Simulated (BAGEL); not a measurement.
# HF/6-31G(d) (density fitting with qzvpp-jkfit, spherical functions) run of AlHBrF (SMILES [F][AlH][Br])

Aim: the vertical singlet–triplet gap of AlHBrF at HF/6-31G* (density fitting with qzvpp-jkfit, spherical functions), from 2 runs. 

The calculation is run with BAGEL 1.2.2.

25 further runs of the same task are left out: 2 for a known fault of the program, 6 that didn't finish, 17 set aside as unsound or not needed.

### Step 1. The structure to begin with

AlHBrF has 4 atoms, charge 0, and is taken as a singlet. As SMILES, `[F][AlH][Br]`. Geometry: relaxed at PBE0-D4/def2-TZVP.

Bond lengths: F1–Al2 1.641 Å, Al2–Br3 2.237 Å, Al2–H4 1.563 Å. Angles: F1–Al2–Br3 117.7°, F1–Al2–H4 119.7°, Br3–Al2–H4 122.6°.

### Step 2. A single-point energy at HF/6-31G(d) (density fitting with qzvpp-jkfit, spherical functions)

The input, hf.json:

```json
{ "bagel" : [

{
  "title" : "molecule",
  "basis" : "6-31gs.json",
  "df_basis" : "qzvpp-jkfit",
  "angstrom" : true,
  "geometry" : [
    { "atom" : "F", "xyz" : [    0.779100,   -0.805100,    1.280100 ] },
    { "atom" : "Al", "xyz" : [    0.132300,    0.076200,    0.056400 ] },
    { "atom" : "Br", "xyz" : [   -1.566600,   -0.822700,   -1.088000 ] },
    { "atom" : "H", "xyz" : [    0.710500,    1.491300,   -0.268800 ] }
  ]
},
{ "title" : "hf" },
{ "title" : "print", "file" : "orbitals.molden", "orbitals" : true }

]}
```

The basis set 6-31G* is read from a file made from the Basis Set Exchange's data (not shown).

Run with:

```sh
$ BAGEL_NUM_THREADS=1 BAGEL hf.json > hf.out
```

The log of the run:

```text
* using 1 threads per process

  ===============================================================
  ===============================================================

  *** Geometry ***

  { "atom" : "F", "xyz" : [      1.472286,     -1.521419,      2.419038 ] },
  { "atom" : "Al", "xyz" : [      0.250011,      0.143997,      0.106581 ] },
  { "atom" : "Br", "xyz" : [     -2.960445,     -1.554678,     -2.056022 ] },
  { "atom" : "H", "xyz" : [      1.342650,      2.818149,     -0.507958 ] },

  Number of auxiliary basis functions:      489

  Since a DF basis is specified, we compute 2- and 3-index integrals:
    o Being stored without compression. Storage requirement is 0.017 GB

  Number of basis functions:       66
  Number of electrons      :       58

    * METHOD: MOLECULE                             0.30

  *** RHF ***

  === Nuclear Repulsion ===
   207.0286008445

      * DIIS with orbital gradients will be used.

  === RHF iteration (6-31gs.json) ===
      0      -2914.02164219          0.01971975           0.07
      1      -2914.11348998          0.01335072           0.06
      2      -2914.16851357          0.00095880           0.06
      3      -2914.16917694          0.00028279           0.06
      4      -2914.16920812          0.00007373           0.06
      5      -2914.16921052          0.00001362           0.06
      6      -2914.16921068          0.00000422           0.07
      7      -2914.16921070          0.00000092           0.06
      8      -2914.16921070          0.00000027           0.06
      9      -2914.16921070          0.00000012           0.06
     10      -2914.16921070          0.00000003           0.06
     11      -2914.16921070          0.00000001           0.06
     12      -2914.16921070          0.00000000           0.06
    * SCF iteration converged.

    * Permanent dipole moment:
           (   -0.203637,    -0.524083,     0.130739) a.u.

    * METHOD: HF                                   1.04

    * METHOD: PRINT                                0.01

  ===============================================================
```

Wall time 2.1 s (1 thread of Intel Xeon Platinum 8488C (Sapphire Rapids), shared host); peak memory 0.1 GiB.

### Step 3. The triplet, same level

The input, input.json:

```json
{ "bagel": [

{
  "title": "molecule",
  "basis": "6-31gs.json",
  "df_basis": "qzvpp-jkfit",
  "angstrom": true,
  "geometry": [
    { "atom": "F", "xyz": [       0.779100,      -0.805100,       1.280100 ] },
    { "atom": "Al", "xyz": [       0.132300,       0.076200,       0.056400 ] },
    { "atom": "Br", "xyz": [      -1.566600,      -0.822700,      -1.088000 ] },
    { "atom": "H", "xyz": [       0.710500,       1.491300,      -0.268800 ] }
  ]
},

{
  "title": "rohf",
  "nopen": 2
},

{
  "title": "print",
  "file": "orbitals.molden",
  "orbitals": true
}

]}
```

The basis set 6-31G* is read from a file made from the Basis Set Exchange's data (not shown).

Run with:

```sh
$ BAGEL_NUM_THREADS=1 BAGEL input.json > input.out
```

The log of the run:

```text
* using 1 threads per process

  ===============================================================
  ===============================================================

  *** Geometry ***

  { "atom" : "F", "xyz" : [      1.472286,     -1.521419,      2.419038 ] },
  { "atom" : "Al", "xyz" : [      0.250011,      0.143997,      0.106581 ] },
  { "atom" : "Br", "xyz" : [     -2.960445,     -1.554678,     -2.056022 ] },
  { "atom" : "H", "xyz" : [      1.342650,      2.818149,     -0.507958 ] },

  Number of auxiliary basis functions:      489

  Since a DF basis is specified, we compute 2- and 3-index integrals:
    o Being stored without compression. Storage requirement is 0.017 GB

  Number of basis functions:       66
  Number of electrons      :       58

    * METHOD: MOLECULE                             0.24

  *** Open-shell HF ***

  === Nuclear Repulsion ===
   207.0286008445

      * DIIS with orbital gradients will be used.

  === ROHF iteration (6-31gs.json) ===
      0      -2913.71356818          0.03911668           0.13
      1      -2913.79883947          0.03130686           0.12
      2      -2913.84543137          0.02060830           0.12
      3      -2913.88299679          0.00127960           0.14
      4      -2913.88512129          0.00090165           0.12
      5      -2913.88648195          0.00069453           0.13
      6      -2913.88734765          0.00054510           0.12
      7      -2913.88795626          0.00053634           0.12
      8      -2913.88823038          0.00053787           0.13
      9      -2913.88829968          0.00053936           0.12
     10      -2913.88822239          0.00052171           0.12
     11      -2913.88751556          0.00036375           0.12
     12      -2913.88705880          0.00024424           0.13
     13      -2913.88675308          0.00012898           0.12
     14      -2913.88694582          0.00010945           0.12
     15      -2913.88679998          0.00006917           0.12
     16      -2913.88687395          0.00003631           0.12
     17      -2913.88685938          0.00001267           0.12
     18      -2913.88685832          0.00000565           0.12
     19      -2913.88686675          0.00000343           0.12
     20      -2913.88686537          0.00000333           0.12
     21      -2913.88686617          0.00000340           0.12
     22      -2913.88686592          0.00000282           0.12
     23      -2913.88686562          0.00000188           0.12
     24      -2913.88686575          0.00000202           0.12
     25      -2913.88686597          0.00000211           0.12
     26      -2913.88686585          0.00000206           0.13
     27      -2913.88686625          0.00000225           0.13
     28      -2913.88686633          0.00000226           0.13
     29      -2913.88686548          0.00000212           0.13
     30      -2913.88686596          0.00000227           0.13
     31      -2913.88686618          0.00000225           0.13
     32      -2913.88686566          0.00000249           0.13
     33      -2913.88686679          0.00000180           0.13
     34      -2913.88686692          0.00000097           0.13
     35      -2913.88686641          0.00000054           0.13
     36      -2913.88686623          0.00000025           0.13
     37      -2913.88686594          0.00000018           0.13
     38      -2913.88686599          0.00000012           0.13
     39      -2913.88686591          0.00000008           0.13
     40      -2913.88686591          0.00000009           0.13
     41      -2913.88686591          0.00000008           0.13
     42      -2913.88686589          0.00000008           0.13
     43      -2913.88686592          0.00000008           0.13
     44      -2913.88686591          0.00000008           0.13
     45      -2913.88686591          0.00000009           0.13
     46      -2913.88686591          0.00000006           0.13
     47      -2913.88686592          0.00000006           0.13
     48      -2913.88686592          0.00000006           0.13
     49      -2913.88686589          0.00000007           0.13
     50      -2913.88686588          0.00000004           0.13
     51      -2913.88686590          0.00000003           0.14
     52      -2913.88686590          0.00000002           0.13
     53      -2913.88686590          0.00000001           0.13
     54      -2913.88686591          0.00000000           0.13
    * SCF iteration converged.

    * S^2 (ROHF) is 2.0000

    * Permanent dipole moment:
           (   -0.039180,    -0.648656,     0.375366) a.u.

    * METHOD: ROHF                                 7.21

    * METHOD: PRINT                                0.01

  ===============================================================
```

Run time: 8.4 s. Hardware: 1 thread of Intel Xeon Platinum 8488C (Sapphire Rapids), shared host; peak memory 0.1 GiB.

### Step 4. Outcome

Level: HF/6-31G* (density fitting with qzvpp-jkfit, spherical functions).

```
                                        quantity           value
                           singlet: total energy  -2914.16921 Eh
                          singlet: dipole moment          1.47 D
                            singlet: HOMO energy       -11.77 eV
                            singlet: LUMO energy         1.46 eV
                          singlet: HOMO–LUMO gap        13.23 eV
                           triplet: total energy  -2913.88687 Eh
                          triplet: dipole moment          1.91 D
                                   triplet: ⟨S²⟩           2.000
vertical energy of the triplet above the singlet        7.683 eV
```

At this shape the triplet lies 7.68 eV (741 kJ/mol) above the singlet.
